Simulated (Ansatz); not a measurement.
**ClH4SSbSi: how energies converge with the basis set**

Aim: see how fast density functionals converge with the basis set for ClH4SSbSi.

Method: one geometry, several basis sets; program: Ansatz 0.2.0, Gaussian basis.

Plan: PBE0-D4/def2-SVP; ωB97M-V/def2-SVP; PBE0-D4/def2-QZVPP; ωB97M-V/def2-QZVPP; the functionals' def2-TZVPP values are taken from earlier runs.

**1. The geometry**

An earlier PBE0-D4 in a triple-zeta def2 set relaxation fixed the geometry. Sb takes the def2 core potential; no spin-orbit term is included.

8 atoms, charge 0, spin multiplicity 1.

Atoms are counted from 1 here; the program's logs count them from 0.

Bond lengths: Cl1–Si2 2.061 Å, Si2–S3 2.109 Å, Si2–H5 1.479 Å, Si2–H6 1.481 Å, S3–Sb4 2.443 Å, Sb4–H7 1.710 Å, Sb4–H8 1.710 Å. Angles: Cl1–Si2–S3 112.1°, Cl1–Si2–H5 108.1°, Cl1–Si2–H6 105.7°, S3–Si2–H5 107.2°, S3–Si2–H6 112.0°, H5–Si2–H6 111.8°, Si2–S3–Sb4 96.9°, S3–Sb4–H7 92.0°, S3–Sb4–H8 94.1°, H7–Sb4–H8 90.9°.

**2. PBE0-D4 in def2-SVP**

in.yaml

```yaml
crystal:
  periodic: [false, false, false]
  atoms:
    - {symbol: Cl, position_ang: [-2.518886, 0.252059, -0.253992]}
    - {symbol: Si, position_ang: [-0.815922, 1.259370, 0.324595]}
    - {symbol: S, position_ang: [0.650329, -0.041737, 1.102965]}
    - {symbol: Sb, position_ang: [1.041495, -1.306039, -0.950999]}
    - {symbol: H, position_ang: [-1.182843, 2.200043, 1.405486]}
    - {symbol: H, position_ang: [-0.340157, 1.969698, -0.884531]}
    - {symbol: H, position_ang: [2.676131, -1.588290, -0.536436]}
    - {symbol: H, position_ang: [0.582055, -2.802304, -0.262987]}
basis:
  gaussian: {orbitals: def2-SVP}
hamiltonian: {xc: pbe0, dispersion: d4}
output: {orbitals: {seedname: orbitals}}
```

Command:

```bash
ansatz run in.yaml --threads 4 --pin off --events-out ev --progress --plain --max-ram 10444MiB
```

After this run come: ωB97M-V in def2-SVP; PBE0-D4 in def2-QZVPP; ωB97M-V in def2-QZVPP.

Q: Predict the results of all the runs planned. Wanted: PBE0-D4: double and triple zeta above quadruple; ωB97M-V: double and triple zeta above quadruple.

As calculated:

| quantity | value |
| --- | --- |
| PBE0-D4: double and triple zeta above quadruple | 12.30, 1.02 eV |
| ωB97M-V: double and triple zeta above quadruple | 12.23, 0.98 eV |

What this shows: PBE0-D4 gains 11.28 eV from double to triple zeta, then 1.02 eV more. These are total energies; as a rule much of such shifts cancels in differences, which this series doesn't test.
